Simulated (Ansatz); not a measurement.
# CH5O3Ta: geometry and vibrations

Aim: relax CH5O3Ta from a cheap starting geometry, check the end point by its vibrations and derive ideal-gas thermochemistry, and look at its orbitals and charge.

The runs use Ansatz 0.2.0, Gaussian basis; RKS PBE0-D4/def2-TZVP.

Plan: relaxation at PBE-D4/def2-SVP; relaxation at PBE0-D4/def2-TZVP; harmonic vibrations at the same level; a single point in def2-TZVPP for the fields.

2 further runs of the same task are left out: 2 for a known fault of the program.

### 1 The system as given

10 atoms, charge 0, spin multiplicity 1.

Atoms are counted from 1 here; the program's logs count them from 0.

Bond lengths: C1–Ta2 2.270 Å, C1–H6 1.033 Å, C1–H7 1.124 Å, C1–H8 1.117 Å, Ta2–O3 1.883 Å, Ta2–O4 2.081 Å, Ta2–O5 2.142 Å, O4–H9 1.027 Å, O5–H10 0.951 Å. Angles: Ta2–C1–H6 111.6°, Ta2–C1–H7 107.7°, Ta2–C1–H8 106.4°, H6–C1–H7 112.7°, H6–C1–H8 111.7°, H7–C1–H8 106.4°, C1–Ta2–O3 107.7°, C1–Ta2–O4 112.3°, C1–Ta2–O5 109.3°, O3–Ta2–O4 108.6°, O3–Ta2–O5 110.0°, O4–Ta2–O5 109.0°, Ta2–O4–H9 106.9°, Ta2–O5–H10 104.4°.

Geometry (Å):

```
C    -0.3358   -1.2880   -0.7042
Ta    0.4871    0.3447    0.6409
O     1.6967   -0.4578    1.8399
O    -1.0053    1.2910    1.7393
O     1.5004    1.8028   -0.5566
H     0.0492   -2.2146   -0.4569
H    -0.1177   -0.9978   -1.7675
H    -1.4467   -1.2586   -0.5910
H    -1.8998    1.0574    1.2917
H     1.1550    1.6697   -1.4325
```

The start is a force-field geometry with small random shifts, so a cheaper pass at PBE-D4/def2-SVP comes first. Ta takes the def2 core potential; no spin-orbit term is included.

### 2 Geometry optimisation, PBE-D4/def2-SVP (cheap first pass)

Input file in.yaml:

```yaml
crystal:
  periodic: [false, false, false]
  atoms:
    - {symbol: C, position_ang: [-0.335800, -1.288000, -0.704200]}
    - {symbol: Ta, position_ang: [0.487100, 0.344700, 0.640900]}
    - {symbol: O, position_ang: [1.696700, -0.457800, 1.839900]}
    - {symbol: O, position_ang: [-1.005300, 1.291000, 1.739300]}
    - {symbol: O, position_ang: [1.500400, 1.802800, -0.556600]}
    - {symbol: H, position_ang: [0.049200, -2.214600, -0.456900]}
    - {symbol: H, position_ang: [-0.117700, -0.997800, -1.767500]}
    - {symbol: H, position_ang: [-1.446700, -1.258600, -0.591000]}
    - {symbol: H, position_ang: [-1.899800, 1.057400, 1.291700]}
    - {symbol: H, position_ang: [1.155000, 1.669700, -1.432500]}
basis:
  gaussian: {orbitals: def2-SVP}
hamiltonian: {xc: pbe, dispersion: d4}
relax: {f_tol: 0.03, max_steps: 200}
```

Command:

```bash
ansatz run in.yaml --threads 4 --pin off --events-out ev --progress --plain --max-ram 10444MiB
```

The program printed (excerpt; [...] marks lines left out):

```text
Functional definition: PBE
  name "PBE"
  cite "Perdew, Burke & Ernzerhof, Phys. Rev. Lett. 77, 3865 (1996) doi:10.1103/PhysRevLett.77.3865"
  parent pbe
[...]
1181 factors; their error is unknown
[...]
mean field -8801.88040919 eV, -323.4631389087 hartree, gradient 3.8e-5 eV, S^2 0.000000; 0 other end points of the search recorded, 0 dependent functions left out
[...]
reference -8801.88047221 eV, -323.4631412250 hartree; 24, 24 occupied and 89, 89 virtual orbitals, 1181 factors
relax step   1: F+E_penalty+E_count = -8802.05795424 eV  Δ(F+E_penalty+E_count) = +0.000e0 eV  max|allowed force component| = 3.986e0 eV/Å  Δτ_max = 0.0000 Å  (34 SCF iters, accepted)
[...]
relax step   6: F+E_penalty+E_count = -8803.70063064 eV  Δ(F+E_penalty+E_count) = -4.151e-4 eV  max|allowed force component| = 4.087e-1 eV/Å  Δτ_max = 0.0102 Å  (33 SCF iters, accepted)
[...]
relax step  11: F+E_penalty+E_count = -8803.75748254 eV  Δ(F+E_penalty+E_count) = -2.023e-2 eV  max|allowed force component| = 3.776e-1 eV/Å  Δτ_max = 0.1954 Å  (38 SCF iters, accepted)
[...]
relax step  16: F+E_penalty+E_count = -8803.98341634 eV  Δ(F+E_penalty+E_count) = -1.426e-1 eV  max|allowed force component| = 2.692e-1 eV/Å  Δτ_max = 0.1997 Å  (37 SCF iters, accepted)
[...]
relax step  21: F+E_penalty+E_count = -8804.10954429 eV  Δ(F+E_penalty+E_count) = -2.666e-3 eV  max|allowed force component| = 5.924e-2 eV/Å  Δτ_max = 0.0187 Å  (32 SCF iters, accepted)
[...]
relax step  23: F+E_penalty+E_count = -8804.10986140 eV  Δ(F+E_penalty+E_count) = -3.171e-4 eV  max|allowed force component| = 2.030e-2 eV/Å  Δτ_max = 0.0179 Å  (33 SCF iters, accepted)
1181 factors; their error is unknown
mean field -8803.91881030 eV, -323.5380487682 hartree, gradient 2.5e-5 eV, S^2 0.000000; 1 other end points of the search recorded, 0 dependent functions left out
[...]
reference -8803.91887412 eV, -323.5380511132 hartree; 24, 24 occupied and 89, 89 virtual orbitals, 1181 factors
Total energy: -8804.10992521 eV, -323.5450721113 hartree
Atom 0 at    -0.310674    -1.356522    -0.692256 Å, force     0.019865     0.011375     0.020297 eV/Å
Atom 1 at     0.232665     0.468941     0.344397 Å, force     0.008471    -0.004207     0.005110 eV/Å
Atom 2 at     1.551108    -0.018207     1.372908 Å, force    -0.012404    -0.005970    -0.012253 eV/Å
Atom 3 at    -1.285152     1.018499     1.387371 Å, force    -0.009358    -0.006498     0.001528 eV/Å
Atom 4 at     0.826181     1.732342    -0.976869 Å, force    -0.000463    -0.005074    -0.010091 eV/Å
Atom 5 at    -0.594942    -2.149503     0.032117 Å, force     0.000198    -0.000344     0.000784 eV/Å
Atom 6 at     0.547861    -1.740230    -1.284116 Å, force     0.001295    -0.001823     0.002294 eV/Å
Atom 7 at    -1.165099    -1.189813    -1.382756 Å, force    -0.010814     0.010138    -0.008160 eV/Å
Atom 8 at    -1.421828     1.066322     2.348894 Å, force     0.003851     0.000647    -0.001911 eV/Å
Atom 9 at     1.702981     2.116970    -1.146590 Å, force    -0.000643     0.001755     0.002402 eV/Å
Dipole moment:    -0.160230     0.226943    -0.073534 e Å
```

Wall time 35 s (4 threads of Arm Neoverse V1, shared host).

Step by step: (the energy doesn't fall at every step)

| step | energy from step 1 (eV) | largest force component (eV/Å) |
| --- | --- | --- |
| 1 | 0.0000 | 3.9859 |
| 2 | -1.3610 | 1.4147 |
| 3 | -1.4348 | 1.8588 |
| 4 | -1.6182 | 0.5061 |
| 5 | -1.6423 | 0.3722 |
| 6 | -1.6427 | 0.4087 |
| 7 | -1.6282 | 1.0461 |
| 8 | -1.6587 | 0.1854 |
| 9 | -1.6626 | 0.3935 |
| 10 | -1.6793 | 0.1142 |
| 11 | -1.6995 | 0.3776 |
| 12 | -1.6927 | 0.8038 |
| 13 | -1.7401 | 0.3684 |
| 14 | -1.7636 | 0.5159 |
| 15 | -1.7829 | 1.7128 |
| 16 | -1.9255 | 0.2692 |
| 17 | -1.9517 | 0.6986 |
| 18 | -2.0216 | 0.4908 |
| 19 | -2.0489 | 0.2323 |
| 20 | -2.0472 | 0.2498 |
| 21 | -2.0516 | 0.0592 |
| 22 | -2.0515 | 0.0430 |
| 23 | -2.0519 | 0.0203 |

Close pairs (by a distance rule), those that changed most:

| bond | before (Å) | after (Å) | change (Å) |
| --- | --- | --- | --- |
| Ta2–O5 | 2.142 | 1.922 | -0.220 |
| Ta2–O4 | 2.081 | 1.922 | -0.159 |
| Ta2–O3 | 1.883 | 1.742 | -0.141 |
| Ta2–H10 | 2.550 | 2.665 | +0.115 |
| C1–Ta2 | 2.270 | 2.168 | -0.101 |
| C1–H6 | 1.033 | 1.111 | +0.078 |
| O4–H9 | 1.027 | 0.972 | -0.055 |
| O5–H10 | 0.951 | 0.972 | +0.021 |

### 3 Optimising with PBE0-D4/def2-TZVP

Input file in.yaml:

```yaml
crystal:
  periodic: [false, false, false]
  atoms:
    - {symbol: C, position_ang: [-0.310674, -1.356522, -0.692256]}
    - {symbol: Ta, position_ang: [0.232665, 0.468941, 0.344397]}
    - {symbol: O, position_ang: [1.551108, -0.018207, 1.372908]}
    - {symbol: O, position_ang: [-1.285152, 1.018499, 1.387371]}
    - {symbol: O, position_ang: [0.826181, 1.732342, -0.976869]}
    - {symbol: H, position_ang: [-0.594942, -2.149503, 0.032117]}
    - {symbol: H, position_ang: [0.547861, -1.740230, -1.284116]}
    - {symbol: H, position_ang: [-1.165099, -1.189813, -1.382756]}
    - {symbol: H, position_ang: [-1.421828, 1.066322, 2.348894]}
    - {symbol: H, position_ang: [1.702981, 2.116970, -1.146590]}
basis:
  gaussian: {orbitals: def2-TZVP}
hamiltonian: {xc: pbe0, dispersion: d4}
relax: {f_tol: 0.005, max_steps: 150}
```

The command is unchanged.

The program printed (excerpt; [...] marks lines left out):

```text
Functional definition: PBE0
  name "PBE0"
  cite "Adamo & Barone, J. Chem. Phys. 110, 6158 (1999) doi:10.1063/1.478522"
  cite "Perdew, Burke & Ernzerhof, Phys. Rev. Lett. 77, 3865 (1996) doi:10.1103/PhysRevLett.77.3865"
  parent pbe
[...]
1261 factors; their error is unknown
[...]
mean field -8811.45093101 eV, -323.8148490985 hartree, gradient 5.2e-5 eV, S^2 0.000000; 0 other end points of the search recorded, 0 dependent functions left out
[...]
reference -8811.45096335 eV, -323.8148502870 hartree; 24, 24 occupied and 170, 170 virtual orbitals, 1261 factors
relax step   1: F+E_penalty+E_count = -8811.61446073 eV  Δ(F+E_penalty+E_count) = +0.000e0 eV  max|allowed force component| = 9.238e-1 eV/Å  Δτ_max = 0.0000 Å  (31 SCF iters, accepted)
[...]
Atom 0 at    -0.309989    -1.360707    -0.693157 Å, force     0.000095     0.000492     0.000106 eV/Å
Atom 1 at     0.242124     0.453081     0.347132 Å, force     0.000839     0.000620     0.001063 eV/Å
Atom 2 at     1.546543    -0.011114     1.368034 Å, force    -0.000168    -0.000393    -0.000255 eV/Å
Atom 3 at    -1.262259     1.018620     1.370094 Å, force    -0.000804    -0.000264    -0.000641 eV/Å
Atom 4 at     0.808713     1.722184    -0.955873 Å, force    -0.000506    -0.000036    -0.000645 eV/Å
Atom 5 at    -0.606178    -2.137978     0.017822 Å, force    -0.000258    -0.000133    -0.000015 eV/Å
Atom 6 at     0.536290    -1.747544    -1.268986 Å, force    -0.000125    -0.000039    -0.000052 eV/Å
Atom 7 at    -1.144030    -1.184629    -1.380266 Å, force     0.000069    -0.000575    -0.000224 eV/Å
Atom 8 at    -1.393209     1.079032     2.316377 Å, force     0.000345     0.000081     0.000588 eV/Å
Atom 9 at     1.665096     2.117854    -1.118076 Å, force     0.000515     0.000249     0.000075 eV/Å
Dipole moment:    -0.173712     0.219254    -0.088214 e Å
```

Run time: 29 s. Hardware: 4 threads of Arm Neoverse V1, shared host.

The steps of the relaxation:

| step | energy from step 1 (eV) | largest force component (eV/Å) |
| --- | --- | --- |
| 1 | 0.0000 | 0.9238 |
| 2 | -0.0467 | 0.2813 |
| 3 | -0.0491 | 0.1246 |
| 4 | -0.0504 | 0.0202 |
| 5 | -0.0504 | 0.0109 |
| 6 | -0.0504 | 0.0059 |
| 7 | -0.0504 | 0.0053 |
| 8 | -0.0504 | 0.0011 |

Close pairs (by a distance rule), those that changed most:

| bond | before (Å) | after (Å) | change (Å) |
| --- | --- | --- | --- |
| Ta2–O3 | 1.742 | 1.720 | -0.021 |
| Ta2–O5 | 1.922 | 1.905 | -0.017 |
| C1–H7 | 1.111 | 1.094 | -0.017 |
| C1–H6 | 1.111 | 1.094 | -0.017 |
| Ta2–O4 | 1.922 | 1.905 | -0.017 |
| C1–H8 | 1.111 | 1.095 | -0.016 |
| O5–H10 | 0.972 | 0.957 | -0.015 |
| O4–H9 | 0.972 | 0.957 | -0.015 |

Mulliken charges of the relaxed molecule (report file):

| atom | value (e) |
| --- | --- |
| C1 | -0.69 |
| Ta2 | 1.38 |
| O3 | -0.53 |
| O4 | -0.66 |
| O5 | -0.66 |
| H6 | 0.16 |
| H7 | 0.16 |
| H8 | 0.16 |
| H9 | 0.35 |
| H10 | 0.35 |

### 4 Vibrations by finite differences

Input file in.yaml:

```yaml
crystal:
  periodic: [false, false, false]
  atoms:
    - {symbol: C, position_ang: [-0.309989, -1.360707, -0.693157]}
    - {symbol: Ta, position_ang: [0.242124, 0.453081, 0.347132]}
    - {symbol: O, position_ang: [1.546543, -0.011114, 1.368034]}
    - {symbol: O, position_ang: [-1.262259, 1.018620, 1.370094]}
    - {symbol: O, position_ang: [0.808713, 1.722184, -0.955873]}
    - {symbol: H, position_ang: [-0.606178, -2.137978, 0.017822]}
    - {symbol: H, position_ang: [0.536290, -1.747544, -1.268986]}
    - {symbol: H, position_ang: [-1.144030, -1.184629, -1.380266]}
    - {symbol: H, position_ang: [-1.393209, 1.079032, 2.316377]}
    - {symbol: H, position_ang: [1.665096, 2.117854, -1.118076]}
basis:
  gaussian: {orbitals: def2-TZVP}
hamiltonian: {xc: pbe0, dispersion: d4}
phonons: {temperatures: {t_min: 298.15, t_max: 900, t_step: 200}}
```

Launched as before.

The program printed (excerpt; [...] marks lines left out):

```text
Functional definition: PBE0
  name "PBE0"
  cite "Adamo & Barone, J. Chem. Phys. 110, 6158 (1999) doi:10.1063/1.478522"
  cite "Perdew, Burke & Ernzerhof, Phys. Rev. Lett. 77, 3865 (1996) doi:10.1103/PhysRevLett.77.3865"
  parent pbe
[...]
1261 factors; their error is unknown
[...]
mean field -8811.49999643 eV, -323.8166522198 hartree, gradient 2.4e-5 eV, S^2 0.000000; 0 other end points of the search recorded, 0 dependent functions left out
[...]
reference -8811.50002877 eV, -323.8166534080 hartree; 24, 24 occupied and 170, 170 virtual orbitals, 1261 factors
[...]
1261 factors; their error is unknown
mean field -8811.49984318 eV, -323.8166465879 hartree, gradient 1.4e-6 eV, S^2 0.000000; 0 other end points of the search recorded, 0 dependent functions left out
[...]
reference -8811.49987552 eV, -323.8166477761 hartree; 24, 24 occupied and 170, 170 virtual orbitals, 1261 factors
[...]
Atom 2 at     1.546543    -0.011114     1.368034 Å, force    -0.000191    -0.000367    -0.000259 eV/Å
Atom 3 at    -1.262259     1.018620     1.370094 Å, force    -0.000780    -0.000239    -0.000579 eV/Å
Atom 4 at     0.808713     1.722184    -0.955873 Å, force    -0.000487    -0.000014    -0.000648 eV/Å
Atom 5 at    -0.606178    -2.137978     0.017822 Å, force    -0.000258    -0.000133    -0.000014 eV/Å
Atom 6 at     0.536290    -1.747544    -1.268986 Å, force    -0.000140    -0.000029    -0.000040 eV/Å
Atom 7 at    -1.144030    -1.184629    -1.380266 Å, force     0.000073    -0.000585    -0.000231 eV/Å
Atom 8 at    -1.393209     1.079032     2.316377 Å, force     0.000347     0.000078     0.000558 eV/Å
Atom 9 at     1.665096     2.117854    -1.118076 Å, force     0.000516     0.000249     0.000075 eV/Å
Dipole moment:    -0.173712     0.219255    -0.088215 e Å
Vibrations: 112.66 159.66 165.29 181.29 213.01 224.37 390.53 390.91 522.16 525.76 552.97 576.77 630.70 716.41 719.09 1007.63 1204.16 1420.63 1424.28 3032.18 3120.48 3122.49 3937.22 3940.51 cm⁻¹, zero-point energy 1.753829 eV
```

Run time: 2.4 min. Hardware: 4 threads of Arm Neoverse V1, shared host.

Motions are named by where the mode's potential energy lies. Wavenumbers, unscaled:

| mode | cm⁻¹ | motion |
| --- | --- | --- |
| 1 | 113 | torsion |
| 2 | 160 | bend |
| 3 | 165 | torsion with bend |
| 4 | 181 | torsion with bend |
| 5 | 213 | bend with torsion |
| 6 | 224 | bend with torsion |
| 7 | 391 | torsion |
| 8 | 391 | torsion |
| 9 | 522 | Ta–C stretch with bend |
| 10 | 526 | bend |
| 11 | 553 | bend with Ta–C stretch |
| 12 | 577 | bend |
| 13 | 631 | bend |
| 14 | 716 | Ta–O stretch |
| 15 | 719 | Ta–O stretch |
| 16 | 1008 | Ta–O stretch |
| 17 | 1204 | bend |
| 18 | 1421 | bend |
| 19 | 1424 | bend |
| 20 | 3032 | C–H stretch |
| 21 | 3120 | C–H stretch |
| 22 | 3122 | C–H stretch |
| 23 | 3937 | O–H stretch |
| 24 | 3941 | O–H stretch |

Ideal gas, rigid rotor and harmonic oscillator at 298.15 K and 1 bar, with symmetry number 1:

| term | value |
| --- | --- |
| zero-point energy | 169.2 kJ/mol |
| H(298) − E | 193.4 kJ/mol |
| entropy, translation | 177.5 J/(mol K) |
| entropy, rotation | 112.6 J/(mol K) |
| entropy, vibration | 83.2 J/(mol K) |
| entropy, total | 373.3 J/(mol K) |

### 5 A single point for the fields

Edit in.yaml of step 4 so:

```diff
@@ -14,4 +14,4 @@
 basis:
-  gaussian: {orbitals: def2-TZVP}
+  gaussian: {orbitals: def2-TZVPP}
 hamiltonian: {xc: pbe0, dispersion: d4}
-phonons: {temperatures: {t_min: 298.15, t_max: 900, t_step: 200}}
+output: {orbitals: {seedname: orbitals}}
```

Launched as before.

The program printed:

```text
Functional definition: PBE0
  name "PBE0"
  cite "Adamo & Barone, J. Chem. Phys. 110, 6158 (1999) doi:10.1063/1.478522"
  cite "Perdew, Burke & Ernzerhof, Phys. Rev. Lett. 77, 3865 (1996) doi:10.1103/PhysRevLett.77.3865"
  parent pbe
  parameter a = 0.25
  parameter kappa = 0.804
  parameter beta = 0.06672455060314922
  exchange = (1 - a)*pbe_x(kappa = kappa, mu = beta*pi^2/3) + a*exact_x
  correlation = pbe_c(beta = beta)
1336 factors; their error is unknown
mean field evaluation 1: about -8790.6818 eV, gradient 1.1e2 eV
mean field evaluation 2: about -8675.6711 eV, gradient 2.7e2 eV
mean field evaluation 4: about -8810.4500 eV, gradient 2.8e1 eV
mean field evaluation 8: about -8811.7509 eV, gradient 2.0e-1 eV
mean field evaluation 16: about -8811.7671 eV, gradient 2.2e-4 eV
mean field -8811.76711451 eV, -323.8264686280 hartree, gradient 5.0e-5 eV, S^2 0.000000; 0 other end points of the search recorded, 0 dependent functions left out
reference -8811.76714798 eV, -323.8264698578 hartree; 24, 24 occupied and 226, 226 virtual orbitals, 1336 factors
Total energy: -8811.93202915 eV, -323.8325291290 hartree
```

Run time: 3.5 s. Hardware: 4 threads of Arm Neoverse V1, shared host; peak memory 0.57 GiB.

The fields below are evaluated on a grid from the run's orbitals.

Frontier orbitals at PBE0-D4/def2-TZVPP, with the share of their density that lies nearest to each atom:

| orbital | energy (eV) | lies on |
| --- | --- | --- |
| HOMO | -8.32 | C1 43 %; Ta2 16 %; O3 12 % |
| LUMO | -0.65 | Ta2 60 %; O4, O5 about 9 % each |

ELF in a plane through or near 4 of the atoms.

Ten even steps from '0' (0.00) to '9' (0.98):
```
0000000000000000000000000000
0000000000000000000000000000
0000000000000000000000000000
0000000000000000013310000000
0000000000000001258963100000
0000001110000134589974100000
0000035653100157778853100000
0000268997420025788742100000
0000257998773145423431000000
0000135633485485762100000000
0000135740485376662100000000
0000257997663145423431000000
0000268997420025788742100000
0000035653100157778853100000
0000000110000134589984100000
0000000000000001258963000000
0000000000000000012320000000
0000000000000000000000000000
0000000000000000000000000000
0000000000000000000000000000
```
The map spans 9.2 Å across and 9.9 Å up, centred on the molecule. Atoms in the plane (x, y in Å): C1 (-1.6, 0.0), Ta2 (0.6, 0.0), H9 (1.7, -2.4), H10 (1.7, 2.4).

log10 of the density (e/Å³) in the same plane.

Ten even steps from '0' (-4.0) to '9' (0.8):
```
0000000000000000000000000000
0000000000000000000000000000
0000000000000001122211000000
0000000000001123344433210000
0000000111112344566654310000
0000122333333456788865421000
0012234444444567888865421000
0023356676655567888765421000
0123467788777788887755421000
0123467789987899987654321000
0123467799887899987654321000
0123466788777788887655421000
0022356666655567888865431000
0012234454444567888865421000
0001122333333456788865421000
0000001111112344566654310000
0000000000001123344433200000
0000000000000001122211000000
0000000000000000000000000000
0000000000000000000000000000
```
The map spans 9.2 Å across and 9.9 Å up, centred on the molecule. Atoms in the plane (x, y in Å): C1 (-1.6, 0.0), Ta2 (0.6, 0.0), H9 (1.7, -2.4), H10 (1.7, 2.4).

On the surface of density 0.002 e/bohr³ the electrostatic potential runs, from the 1st to the 99th percentile, from -1.73 V near O3 to 2.54 V near H10.

### 6 Results

| quantity | value |
| --- | --- |
| point group | Cs |
| steps | 23 + 8 |
| shift from the start (rms) | 0.769 Å |
| total energy | -8811.6649 eV |
| dispersion term | -165 meV |
| dipole moment | 1.41 D |
| lowest, highest wavenumber | 113, 3941 cm⁻¹ |
| zero-point energy | 169.2 kJ/mol |
| entropy at 298.15 K | 373.3 J/(mol K) |
| HOMO, LUMO | -8.32, -0.65 eV |

In words: The atoms moved 0.77 Å (rms) from the start; the bond that changed most is Ta2–O5, from 2.142 to 1.905 Å. No mode is imaginary: a true minimum at this level. The stiffest mode, 3941 cm⁻¹, is an O–H stretch, and 4 modes under 200 cm⁻¹ make the vibrational entropy uncertain. Harmonic hybrid wavenumbers usually lie a few per cent above measured fundamentals. The largest Mulliken charge, +1.38 e, sits on Ta2. The HOMO lies mostly on C1 43 %; Ta2 16 % and the LUMO on Ta2 60 %; O4, O5 about 9 % each.
